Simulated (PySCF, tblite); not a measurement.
# C7H7ClN radical: geometry, infrared bands and EPR parameters

Aim: predict the infrared bands and EPR parameters of C7H7ClN radical (`[H]/[C]=C(\C#N)C1(Cl)CCC1`).

Programs: tblite 0.8.0 and PySCF 2.14.0, with density-fitted response routines of our own. Each step states its level of theory. These are calculated values for one molecule in the gas phase, unless marked as measured. Atoms count from 0, in the outputs and in this text.

**1. The starting structure**

16 atoms, charge 0, multiplicity 2; geometry from: force field or distance geometry start.

Bonds of the start (Å): C0–C1 1.34, C1–C2 1.47, C2–N3 1.16, C1–C4 1.48, C4–Cl5 1.77, C4–C6 1.52, C6–C7 1.51, C7–C8 1.52, C8–C4 1.49, C0–H9 1.09, C6–H10 1.08, C6–H11 1.12, C7–H12 1.10, C7–H13 1.10, C8–H14 1.10, C8–H15 1.14.

**2. Relaxing the molecule with GFN2-xTB**

What the job is given:

```
{"job": {"kind": "relax", "xc": "GFN2-xTB", "basis": "xTB"}, "charge": 0, "multiplicity": 2}
C      1.625400     1.716800    -0.064600
C      1.397900     0.397300    -0.063500
C      2.433100    -0.512400    -0.562700
N      3.251800    -1.213300    -0.992100
C      0.130000    -0.119600     0.486900
Cl     0.264700    -1.106300     1.955400
C     -0.619400    -0.892200    -0.585900
C     -1.884000    -0.339700     0.038200
C     -1.032100     0.816200     0.537000
H      2.565800     2.087500    -0.459800
H     -0.442000    -0.635100    -1.622700
H     -0.483400    -1.986300    -0.372600
H     -2.209300    -0.970500     0.878500
H     -2.660800     0.005800    -0.661100
H     -1.062200     1.684700    -0.140100
H     -1.283300     1.075900     1.617600
```

On the command line:

```sh
OMP_NUM_THREADS=1 python probes_run.py task.json out
```

One launch serves the whole session: the jobs run in the order shown.

**Question.** This job is followed by: GFN2-xTB harmonic vibrations, gas phase; UKS B3LYP, pcH-1 on C Cl H N, non-relativistic, mean-field spin-orbit, GIAO. Predict these results of the whole session: strongest single infrared mode (GFN2-xTB); zero-point energy (GFN2-xTB); g(iso) (B3LYP); ⟨S²⟩; largest a(iso) (averaged by class); surface potential, 1st and 99th percentile.

The runs gave:

| quantity | value |
| --- | --- |
| strongest single infrared mode (GFN2-xTB) | 2361 cm⁻¹, 176 km/mol |
| zero-point energy (GFN2-xTB) | 73.4 kcal/mol |
| g(iso) (B3LYP) | 2.00250 |
| ⟨S²⟩ | 0.762 (exact 0.75) |
| largest a(iso) (averaged by class) | 13C on C0, 319.6 MHz |
| surface potential, 1st and 99th percentile | -1.65 V and 1.69 V |

What this shows: The optimisation took 92 steps and gained 0.870 eV; among the close pairs (by a distance rule), C8–H15 changed most, from 1.139 to 1.086 Å. No mode is imaginary among the 42: a minimum at this level. The strongest single mode, at 2361 cm⁻¹, moves mainly C2 and N3. GFN2-xTB is a fitted tight-binding method: band positions and strengths are rough. Its intensities can rank the bands wrongly. C0 carries the largest spin population, 1.07 e. The isotropic g lies 0.2 ppt above the free-electron value.
